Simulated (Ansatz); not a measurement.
Relaxation of a periodic cell of 23 atoms, Si$_{7}$O$_{16}$ (host SiO2, host structure P4_2/mnm, one Si atom removed), to a largest force component of 0.03 eV/Å in at most 60 steps.

All numbers below come from Ansatz, DFT PBE-D3(BJ), scalar-relativistic, plane waves, PAW. Settings: PAW set soft_1, cutoff 420 eV, k mesh 2x2x2, fermi-dirac smearing 0.05 eV, no spin polarisation.

```xyz
23
Lattice="-4.1929 -4.1929 0.0000 4.1929 -4.1929 0.0000 0.0000 0.0000 5.3408" Properties=species:S:1:pos:R:3
Si 0.000 -4.193 0.000
O 1.280 -2.913 0.000
O 0.816 -0.816 1.335
O -1.280 -5.473 0.000
O 3.377 -3.377 1.335
Si 0.000 -4.193 2.670
Si 2.096 -2.096 1.335
O 1.280 -2.913 2.670
O 0.816 -0.816 4.006
O -1.280 -5.473 2.670
O 3.377 -3.377 4.006
Si 0.000 0.000 0.000
Si -2.096 -2.096 1.335
O -2.913 -2.913 0.000
O 0.816 -5.009 1.335
O -1.280 -1.280 0.000
O -0.816 -3.377 1.335
Si 0.000 0.000 2.670
Si -2.096 -2.096 4.006
O -2.913 -2.913 2.670
O 0.816 -5.009 4.006
O -1.280 -1.280 2.670
O -0.816 -3.377 4.006
```

Task: Where does it end, and by what steps?

Result: It converged. Limits of this set-up: coarse k mesh, no spin, though dangling bonds at a vacancy may carry it, a small cell, in which the defect meets its images. After 5 steps the energy has fallen by 0.532 eV; O2 moved furthest, 0.12 Å.

| step | energy less start (eV) | largest force component (eV/Å) | accepted |
| --- | --- | --- | --- |
| 0 | 0.0000 | 1.098 | yes |
| 1 | -0.3119 | 0.694 | yes |
| 2 | -0.5199 | 0.339 | yes |
| 3 | -0.5190 | 0.359 | no |
| 4 | -0.5317 | 0.058 | yes |
| 5 | -0.5320 | 0.003 | yes |

```xyz
23
Lattice="-4.1929 -4.1929 0.0000 4.1929 -4.1929 0.0000 0.0000 0.0000 5.3408" Properties=species:S:1:pos:R:3
Si 0.000 -4.193 -0.012
O 1.230 -2.963 0.096
O 0.810 -0.810 1.335
O -1.230 -5.423 0.096
O 3.382 -3.382 1.335
Si 0.000 -4.193 2.682
Si 2.096 -2.096 1.335
O 1.230 -2.963 2.575
O 0.771 -0.771 4.006
O -1.230 -5.423 2.575
O 3.422 -3.422 4.006
Si 0.000 0.000 0.003
Si -2.096 -2.096 1.335
O -2.906 -2.906 0.009
O 0.833 -5.026 1.335
O -1.287 -1.287 0.009
O -0.833 -3.360 1.335
Si 0.000 0.000 2.668
Si -2.096 -2.096 4.006
O -2.906 -2.906 2.662
O 0.821 -5.014 4.006
O -1.287 -1.287 2.662
O -0.821 -3.372 4.006
```

Time of the run: 37 s on 1 thread of Arm Neoverse V1 (shared host), peak memory 0.43 GiB.
